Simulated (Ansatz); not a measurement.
**BFGeH3N: one species, many methods**

One table from this session's results is given with a row withheld; the runs are named, their logs left out.

The runs use Ansatz 0.2.0, Gaussian basis; functionals in def2-TZVPP, the program's frozen cores in correlated methods.

Levels to be run: LDA (SPW92), PBE-D4, revPBE-D4, BLYP-D4, r2SCAN-D4, B97M-V, PBE0-D4, B3LYP-D4, r2SCANh-D4, r2SCAN0-D4, HSE06-D4, BHLYP-D4, CAM-B3LYP-D4, LC-ωPBE, ωB97X-V, ωB97M-V, B2PLYP, PBE-QIDH; CCSD(T)/def2-SVP; CCSD(T)/def2-TZVPP; MP2/def2-QZVPP; extrapolation to the limit; RPA on PBE.

### Structure used throughout

All runs share one geometry, relaxed beforehand with PBE0-D4 in a triple-zeta def2 set.

SMILES `F[B]1[NH][GeH2]1`, 7 atoms, charge 0, spin multiplicity 1.

Atoms are counted from 1 here; the program's logs count them from 0.

Bond lengths: F1–B2 1.317 Å, B2–N3 1.360 Å, B2–Ge4 2.003 Å, N3–Ge4 1.923 Å, N3–H5 1.008 Å, Ge4–H6 1.539 Å, Ge4–H7 1.539 Å. Angles: F1–B2–N3 139.3°, F1–B2–Ge4 154.2°, N3–B2–Ge4 66.6°, B2–N3–Ge4 72.9°, B2–N3–H5 140.6°, Ge4–N3–H5 146.4°, B2–Ge4–N3 40.5°, B2–Ge4–H6 124.6°, B2–Ge4–H7 124.6°, N3–Ge4–H6 111.7°, N3–Ge4–H7 111.7°, H6–Ge4–H7 109.6°.

Coordinates:

```xyz
7
BFGeH3N
F    -0.99874   -2.24767    0.21264
B    -0.44154   -1.05896    0.11300
N     0.61822   -0.37226    0.61789
Ge   -0.29225    0.80839   -0.59674
H     1.38913   -0.48877    1.25678
H    -0.82605    2.06191    0.11927
H     0.61253    1.22927   -1.76855
```

The first run:

in.yaml reads:

```yaml
crystal:
  periodic: [false, false, false]
  atoms:
    - {symbol: F, position_ang: [-0.998737, -2.247667, 0.212643]}
    - {symbol: B, position_ang: [-0.441542, -1.058965, 0.113002]}
    - {symbol: N, position_ang: [0.618220, -0.372259, 0.617891]}
    - {symbol: Ge, position_ang: [-0.292250, 0.808386, -0.596741]}
    - {symbol: H, position_ang: [1.389126, -0.488768, 1.256784]}
    - {symbol: H, position_ang: [-0.826047, 2.061906, 0.119272]}
    - {symbol: H, position_ang: [0.612531, 1.229267, -1.768551]}
basis:
  gaussian: {orbitals: def2-TZVPP}
hamiltonian: {xc: lda}
output: {orbitals: {seedname: orbitals}}
```

Launch:

```sh
$ ansatz run in.yaml --threads 2 --pin off --events-out ev --progress --plain --max-ram 4352MiB
```

Among the steps run: LDA; PBE-D4 (GGA); revPBE-D4 (GGA); BLYP-D4 (GGA); r2SCAN-D4 (meta-GGA); B97M-V (meta-GGA); B3LYP-D4 (hybrid); r2SCANh-D4 (hybrid); r2SCAN0-D4 (hybrid); HSE06-D4 (hybrid); BHLYP-D4 (hybrid); CAM-B3LYP-D4 (range-separated); LC-ωPBE (range-separated); ωB97X-V (range-separated); ωB97M-V (range-separated); B2PLYP (double hybrid); PBE-QIDH (double hybrid).

One of the session's tables, all rows but one given; the rest of the session is left out.

It belongs to the step «Orbital energies across the functionals». 

| functional | HOMO (eV) | gap (eV) |
| --- | --- | --- |
| LDA (SPW92) | -6.38 | 4.73 |
| PBE-D4 | -6.24 | 4.78 |
| revPBE-D4 | -6.19 | 4.81 |
| BLYP-D4 | -6.13 | 4.73 |
| r2SCAN-D4 | -6.49 | 5.28 |
| B97M-V | ? | ? |
| PBE0-D4 | -7.36 | 6.71 |
| B3LYP-D4 | -7.18 | 6.27 |
| r2SCANh-D4 | -6.90 | 5.97 |
| r2SCAN0-D4 | -7.52 | 7.01 |
| HSE06-D4 | -6.96 | 5.94 |
| BHLYP-D4 | -8.38 | 8.53 |
| CAM-B3LYP-D4 | -8.66 | 8.96 |
| LC-ωPBE | -9.92 | 11.43 |
| ωB97X-V | -9.61 | 10.96 |
| ωB97M-V | -9.45 | 10.56 |

Estimate the missing values for B97M-V.

The run gave: HOMO (eV): -6.53; gap (eV): 5.23. In the column «HOMO (eV)» it lies between r2SCANh-D4 (-6.90) and r2SCAN-D4 (-6.49).
